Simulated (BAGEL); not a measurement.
# GaNH2Cl2 (GaCl2(NH2)): PBE0/cc-pVDZ (density fitting with qzvpp-jkfit)

What is the energy change on altering one bond length of GaNH2Cl2 (GaCl2(NH2)) at PBE0/cc-pVDZ (density fitting with qzvpp-jkfit)? 

The calculation is run with BAGEL 1.2.2.

2 further runs of the same task are left out: 2 set aside as unsound or not needed.

## 1. Starting point

The species is GaNH2Cl2 (6 atoms), meant as a singlet with charge 0. As SMILES, `[NH2][Ga]([Cl])[Cl]`. Geometry: a GFN2-xTB relaxation, a rough one for these elements and not checked as a minimum.

Bond lengths: Ga1–Cl2 2.080 Å, Ga1–Cl3 2.079 Å, Ga1–N4 1.838 Å, N4–H5 1.014 Å, N4–H6 1.013 Å. Angles: Cl2–Ga1–Cl3 122.2°, Cl2–Ga1–N4 118.7°, Cl3–Ga1–N4 118.9°, Ga1–N4–H5 120.0°, Ga1–N4–H6 119.8°, H5–N4–H6 109.8°.

## 2. The energy at PBE0/cc-pVDZ (density fitting with qzvpp-jkfit)

Input file input.json:

```json
{ "bagel" : [

{
  "title" : "molecule",
  "basis" : "cc-pvdz.json",
  "df_basis" : "qzvpp-jkfit",
  "angstrom" : true,
  "geometry" : [
    { "atom" : "Ga", "xyz" : [       0.381380,       0.653400,       0.009260 ] },
    { "atom" : "Cl", "xyz" : [       2.435570,       0.610280,       0.331860 ] },
    { "atom" : "Cl", "xyz" : [      -0.654530,       2.429800,      -0.299040 ] },
    { "atom" : "N", "xyz" : [      -0.567760,      -0.914300,       0.150400 ] },
    { "atom" : "H", "xyz" : [      -1.502930,      -0.977330,      -0.235560 ] },
    { "atom" : "H", "xyz" : [      -0.091730,      -1.801840,       0.043080 ] }
  ]
},

{ "title" : "ks", "xc_func" : "pbe0" },

{ "title" : "print", "file" : "orbitals.molden", "orbitals" : true }

]}
```

The basis set cc-pVDZ is read from a file made from the Basis Set Exchange's data (not shown).

Started as:

```bash
$ BAGEL_NUM_THREADS=1 BAGEL input.json > input.out
```

Log:

```text
* using 1 threads per process

  ===============================================================
  ===============================================================

  *** Geometry ***

  { "atom" : "Ga", "xyz" : [      0.720704,      1.234747,      0.017499 ] },
  { "atom" : "Cl", "xyz" : [      4.602560,      1.153262,      0.627125 ] },
  { "atom" : "Cl", "xyz" : [     -1.236882,      4.591657,     -0.565104 ] },
  { "atom" : "N", "xyz" : [     -1.072911,     -1.727777,      0.284215 ] },
  { "atom" : "H", "xyz" : [     -2.840126,     -1.846886,     -0.445144 ] },
  { "atom" : "H", "xyz" : [     -0.173345,     -3.404984,      0.081409 ] },

  Number of auxiliary basis functions:      635

  Since a DF basis is specified, we compute 2- and 3-index integrals:
    o Being stored without compression. Storage requirement is 0.038 GB

  Number of basis functions:       87
  Number of electrons      :       74

    * METHOD: MOLECULE                             0.37

  *** Kohn-Sham DFT ***

    * Removing 10645 points whose weight is below 1.00e-10
    * Grid points: 78791

  === Nuclear Repulsion ===
   440.0763990365

       - DIIS with orbital gradients will be used.

  === KS iteration (pbe0 / cc-pvdz.json) ===
      0      -2870.21932710          0.08252655           0.35
      1      -2697.84070530          0.20681561           0.33
      2      -2822.87860896          0.07624349           0.33
      3      -2814.26416599          0.16953695           0.33
      4      -2842.15175643          0.16503937           0.33
      5      -2841.10800519          0.16972399           0.32
      6      -2840.23877864          0.19628657           0.33
      7      -2750.67760859          0.25484545           0.33
      8      -2821.70903207          0.24086553           0.33
      9      -2877.85845414          0.06920193           0.32
     10      -2850.33347871          0.15148021           0.33
     11      -2863.70439431          0.13876954           0.33
     12      -2868.26180641          0.14932752           0.33
     13      -2863.95361076          0.14822199           0.33
     14      -2848.01106594          0.25915322           0.33
     15      -2850.86102273          0.14637067           0.32
     16      -2877.59267848          0.14656441           0.33
     17      -2894.73412160          0.07133735           0.33
     18      -2899.53267238          0.03191844           0.33
     19      -2900.54209894          0.01018460           0.33
     20      -2900.69322900          0.00258731           0.33
     21      -2900.70055138          0.00101262           0.33
     22      -2900.70145639          0.00023105           0.33
     23      -2900.70149130          0.00008639           0.33
     24      -2900.70149656          0.00002243           0.33
     25      -2900.70149688          0.00000475           0.33
     26      -2900.70149690          0.00000132           0.33
     27      -2900.70149691          0.00000049           0.33
     28      -2900.70149691          0.00000016           0.33
     29      -2900.70149691          0.00000004           0.33
     30      -2900.70149691          0.00000003           0.33
     31      -2900.70149691          0.00000000           0.33
    * SCF iteration converged.

    * Permanent dipole moment:
           (    0.407765,     0.787159,     0.285815) a.u.

    * METHOD: KS                                  10.84

    * METHOD: PRINT                                0.01

  ===============================================================
```

It took 11 s on 1 thread of Arm Neoverse V2, shared host; peak memory 0.4 GiB.

## 3. The distorted shape

Input file dft.json:

```json
{ "bagel": [

{
  "title": "molecule",
  "basis": "cc-pvdz.json",
  "df_basis": "qzvpp-jkfit",
  "angstrom": true,
  "geometry": [
    { "atom": "Ga", "xyz": [    0.073238,    0.659868,   -0.039132 ] },
    { "atom": "Cl", "xyz": [    2.435570,    0.610280,    0.331860 ] },
    { "atom": "Cl", "xyz": [   -0.962672,    2.436268,   -0.347432 ] },
    { "atom": "N", "xyz": [   -0.875902,   -0.907832,    0.102008 ] },
    { "atom": "H", "xyz": [   -1.811072,   -0.970862,   -0.283952 ] },
    { "atom": "H", "xyz": [   -0.399872,   -1.795372,   -0.005312 ] }
  ]
},
{
  "title": "ks",
  "xc_func": "pbe0"
},
{
  "title": "print",
  "file": "orbitals.molden",
  "orbitals": true
}

]}
```

The basis set cc-pVDZ is read from a file made from the Basis Set Exchange's data (not shown).

Started as:

```bash
$ BAGEL_NUM_THREADS=1 BAGEL dft.json > dft.out
```

Log:

```text
* using 1 threads per process

  ===============================================================
  ===============================================================

  *** Geometry ***

  { "atom" : "Ga", "xyz" : [      0.138400,      1.246970,     -0.073949 ] },
  { "atom" : "Cl", "xyz" : [      4.602560,      1.153262,      0.627125 ] },
  { "atom" : "Cl", "xyz" : [     -1.819186,      4.603879,     -0.656551 ] },
  { "atom" : "N", "xyz" : [     -1.655215,     -1.715554,      0.192767 ] },
  { "atom" : "H", "xyz" : [     -3.422430,     -1.834663,     -0.536592 ] },
  { "atom" : "H", "xyz" : [     -0.755649,     -3.392761,     -0.010038 ] },

  Number of auxiliary basis functions:      635

  Since a DF basis is specified, we compute 2- and 3-index integrals:
    o Being stored without compression. Storage requirement is 0.038 GB

  Number of basis functions:       87
  Number of electrons      :       74

    * METHOD: MOLECULE                             0.37

  *** Kohn-Sham DFT ***

    * Removing 10364 points whose weight is below 1.00e-10
    * Grid points: 79072

  === Nuclear Repulsion ===
   417.9195396656

       - DIIS with orbital gradients will be used.

  === KS iteration (pbe0 / cc-pvdz.json) ===
      0      -2875.47408968          0.09626585           0.36
      1      -2769.77208700          0.22639025           0.34
      2      -2857.30713951          0.09768411           0.34
      3      -2866.99816198          0.09128524           0.34
      4      -2891.55851354          0.06781131           0.35
      5      -2897.38788259          0.05989483           0.34
      6      -2900.63031043          0.00766937           0.35
      7      -2900.63866239          0.00614861           0.35
      8      -2900.68710569          0.00163334           0.34
      9      -2900.68848083          0.00092609           0.35
     10      -2900.68927948          0.00017503           0.34
     11      -2900.68930991          0.00002662           0.34
     12      -2900.68931023          0.00001047           0.34
     13      -2900.68931034          0.00000389           0.34
     14      -2900.68931036          0.00000063           0.34
     15      -2900.68931036          0.00000024           0.34
     16      -2900.68931036          0.00000006           0.34
     17      -2900.68931036          0.00000002           0.34
     18      -2900.68931036          0.00000001           0.34
    * SCF iteration converged.

    * Permanent dipole moment:
           (    0.979014,     0.772977,     0.369863) a.u.

    * METHOD: KS                                   6.86

    * METHOD: PRINT                                0.01

  ===============================================================
```

Wall time 7.5 s (1 thread of Arm Neoverse V2, shared host); peak memory 0.4 GiB.

## 4. Results

At PBE0/cc-pVDZ (density fitting with qzvpp-jkfit):

| quantity | value |
| --- | --- |
| first shape: total energy | -2900.70150 Eh |
| first shape: dipole moment | 2.37 D |
| first shape: HOMO energy | -7.74 eV |
| first shape: LUMO energy | -0.81 eV |
| first shape: HOMO–LUMO gap | 6.92 eV |
| distorted shape: total energy | -2900.68931 Eh |
| distorted shape: dipole moment | 3.31 D |
| distorted shape: HOMO energy | -8.06 eV |
| distorted shape: LUMO energy | -1.92 eV |
| distorted shape: HOMO–LUMO gap | 6.14 eV |
| energy change with the Ga1–Cl2 bond stretched from 2.080 to 2.392 Å | 0.332 eV |

What this shows: With the Ga1–Cl2 bond stretched from 2.080 to 2.392 Å the energy rises by 0.33 eV (32.0 kJ/mol). The first shape isn't relaxed at this level, so the change isn't measured from a minimum.
